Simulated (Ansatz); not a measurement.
# AlAsBH5O2, SMILES B[As](O)[AlH][OH]: a ladder of methods at one geometry

With Ansatz's Python interface.

Input file `alasbh5o2.xyz`:
```text
10

B    -0.44920   -0.71830    1.74710
As    0.18230   -1.49260   -0.00570
O     1.77970   -0.64770    0.15060
Al   -0.64130    0.35140   -1.35950
O    -0.70800    2.04440   -0.71180
H    -1.56070   -0.14280    1.76310
H     0.04240   -0.97480    2.75850
H     2.38540   -0.96830   -0.60510
H    -1.13530    0.09320   -2.83030
H     0.18790    2.40440   -0.90400
```

Run as a notebook:

```python
from pathlib import Path

import ansatz
import numpy as np
```

```python
alasbh5o2 = ansatz.Crystal.molecule_from_extxyz("alasbh5o2.xyz")

base = alasbh5o2.calculation().basis(gaussian="def2-SVP")
```

```python
print("functional    E (Ha)        dipole (D)   HOMO (eV)  LUMO (eV)")
for name in ["r2scan", "r2scan0", "lda", "pbe", "hf"]:
    data = base.functional(name).forces().orbitals().run(threads=1, pin="off", runs_dir="runs").report
    lines = Path(data["orbitals_path"]).read_text().splitlines()
    field_of = lambda key: [line.split("=")[1].strip() for line in lines if line.startswith(key)]
    orbitals = [(27.211386 * float(e), s, float(n)) for e, s, n in zip(field_of("Ene="), field_of("Spin="), field_of("Occup="))]
    homo = max(e for e, _, n in orbitals if n > 0.5)
    lumo = min(e for e, _, n in orbitals if n < 0.5)
    dipole = 4.803205 * np.linalg.norm(data["charge_distribution"]["dipole_moment_e_ang"])
    print(f"{name:10s} {data['free_energy_ev'] / 27.211386246:14.6f} {dipole:9.3f} {homo:11.3f} {lumo:10.3f}")
```

    functional    E (Ha)        dipole (D)   HOMO (eV)  LUMO (eV)
    r2scan       -2655.997414     2.362      -5.561     -3.000
    r2scan0      -2655.951024     2.311      -6.600     -2.225
    lda          -2650.384297     2.592      -5.438     -3.443
    pbe          -2655.442545     2.472      -5.318     -3.215
    hf           -2652.945194     2.163      -8.904      0.907

What to keep in mind:
- Total energies depend on the basis set; only differences at equal settings carry meaning.
- The geometry is a force-field or estimated start, not a minimum of this method, and the basis set is short of its limit. A lower total doesn't mark the better method: functionals have no common bound, and MP2 and coupled cluster aren't variational.
- Levels such as HOMO and LUMO are orbital energies: with these approximate functionals they aren't the ionisation energy and electron affinity, and their gap isn't the fundamental gap.
- Timing: 28 s on 1 thread of Arm Neoverse V2, on a shared host, peak memory 0.36 GiB.

(Lines on the test bed's own set-up are left out of the output.)
